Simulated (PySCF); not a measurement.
**SnF+: a composite coupled-cluster curve**

What constants does extrapolated CCSD(T) give for SnF+, and what does each step add?

The runs use PySCF 2.14.0; CCSD(T) on RHF, scalar-relativistic core potentials.

2 further runs of the same task are left out: 2 set aside as unsound or not needed.

## (1) The job

```yaml
molecule: SnF+
state: singlet, unpaired electrons none
smaller_basis: Sn cc-pwCVDZ-PP with ECP28, F aug-cc-pVDZ
larger_basis: Sn cc-pwCVTZ-PP with ECP28, F aug-cc-pVTZ
frozen_core_orbitals: 5
extrapolation: correlation as n⁻³ (n = 2, 3), Hartree–Fock as (n+1)·exp(−9√n)
corrections: core–valence correlation
distances_Å: 1.6680, 1.7438, 1.8196, 1.8954, 1.9712, 2.0660, 2.1608
masses_u: 119.9022, 18.9984
dissociation_limit: Sn+ + F
```

The run is started by

```bash
OMP_NUM_THREADS=4 python comp.py task.json out
```

## (2) The runs

What does the calculation give? Wanted: for each run, Re; ωe; ωexe; αe; De.

The runs gave:

```csv
level,Re (Å),ωe (cm⁻¹),ωexe (cm⁻¹),αe (cm⁻¹),De (eV)
"CCSD(T), smaller basis",1.8874,680.9,2.50,0.00162,4.965
"CCSD(T), larger basis",1.8697,694.9,2.68,0.00169,5.163
HF/CBS,1.8488,735.6,2.74,0.00166,3.226
MP2/CBS,1.8668,695.9,2.60,0.00167,5.555
CCSD/CBS,1.8594,711.2,2.66,0.00167,5.019
CCSD(T)/CBS,1.8665,697.3,2.69,0.00169,5.237
CCSD(T)/CBS+CV,1.8661,697.6,2.69,0.00169,5.243
```

What this shows: The last step gives Re = 1.8661 Å, ωe = 697.6 cm⁻¹ and De = 5.243 eV; the smaller basis alone is off from it by +21.3 mÅ and -0.28 eV. Near the minimum the mean field binds by 3.19 eV and correlation adds 2.03 eV of binding. T1 is 0.020. Spin–orbit coupling and excitations beyond (T) are left out.
